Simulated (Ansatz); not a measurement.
**Mg: stress in a strained cell**

Aim: deform Mg (equal xy, yz and zx engineering shear strains of -2 %) and compute stress, forces and field gradients with LAPW, PAW and all-electron datasets made for the crystal.

Computed with Ansatz 0.2.0 (DFT LDA, scalar-relativistic, unless a step's input says otherwise).

## Step 1: The system as given

The structure is hexagonal, space group P6_3/mmc (No. 194). The conventional cell has a = 3.209 Å, b = 3.209 Å, c = 5.210 Å, α = 90.00°, β = 90.00°, γ = 120.00°. Mg (site symmetry -6m2) is surrounded by 12 Mg at 3.20 to 3.21 Å.

Structure file:

```
Mg
1.0
     3.20927    0.00000    0.00000
    -1.60464    2.77931    0.00000
     0.00000    0.00000    5.21033
Mg
2
Direct
  0.33333 0.66667 0.25000
  0.66667 0.33333 0.75000
```

Atoms are numbered in the order of the input: Mg1, Mg2.

## Step 2: After the deformation

Space group P6_3/mmc before, P-1 after.

## Step 3: LAPW, all electrons

File input.yaml:

```yaml
crystal:
  lattice:
    - [3.2092715325, -0.0320927153, -0.0320927153]
    - [-1.632428873, 2.7953570325, -0.0117467491]
    - [-0.0521033, -0.0521033, 5.21033]
  atoms:
    - { symbol: Mg, position: [0.3333333333, 0.6666666667, 0.25] }
    - { symbol: Mg, position: [0.6666666667, 0.3333333333, 0.75] }
kpoints:
  mp_grid: { grid: [12, 12, 7] }
  band_path:
    path:
      - [0.0, 0.0, 0.0]
      - [0.0, 0.0, 0.5]
      - [-0.5, 0.5, 0.0]
      - [0.0, 0.0, 0.0]
      - [0.0, -0.5, 0.0]
      - [-0.5, 0.0, 0.5]
      - [0.0, 0.0, 0.0]
      - [-0.5, 0.0, 0.0]
      - [0.0, -0.5, 0.5]
    npoints: 5
scf:
  occupations: { method: fermi_dirac, width: 0.05 }
hamiltonian:
  xc: lda
  pseudopotentials: { kind: all_electron, lapw: { basis_error: 0.001 } }
output:
  forces: true
  stress: true
  eigenvalues: true
```

Command:

```console
ansatz run input.yaml --threads 1 --pin off --max-ram 3072MiB --backend cpu --events-out ev --progress --plain --runs-dir out
```

## Step 4: PAW with frozen cores

File input.yaml:

```yaml
crystal:
  lattice:
    - [3.2092715325, -0.0320927153, -0.0320927153]
    - [-1.632428873, 2.7953570325, -0.0117467491]
    - [-0.0521033, -0.0521033, 5.21033]
  atoms:
    - { symbol: Mg, position: [0.3333333333, 0.6666666667, 0.25] }
    - { symbol: Mg, position: [0.6666666667, 0.3333333333, 0.75] }
kpoints:
  mp_grid: { grid: [12, 12, 7] }
scf:
  occupations: { method: fermi_dirac, width: 0.05 }
hamiltonian:
  xc: lda
  pseudopotentials: { kind: paw }
output:
  forces: true
  stress: true
  eigenvalues: true
  efg: { contact_densities: true }
```

## Step 5: Datasets made for this crystal

Edit input.yaml of step 4 so:

```diff
@@ -14,3 +14,3 @@
   xc: lda
-  pseudopotentials: { kind: paw }
+  pseudopotentials: { kind: all_electron, datasets: crystal }
 output:
```

(Steps that only read results are left out.)

Before running it: what results should come out? Wanted: pressure; largest shear or deviatoric stress.

**Answer**, as computed:

| quantity | value |
| --- | --- |
| pressure | LAPW -2.44, PAW -2.47, crystal datasets -2.44 GPa |
| largest shear or deviatoric stress (LAPW) | 0.45 GPa |

What this shows: The largest part of the stress beyond the pressure is 0.45 GPa in size, in the zz component; the atoms are carried along and not relaxed. No run of the undeformed cell stands beside it, so the pressure holds what the given cell had before the change. PAW: stress within 0.03 GPa of LAPW. Crystal datasets: stress within 0.01 GPa of LAPW.
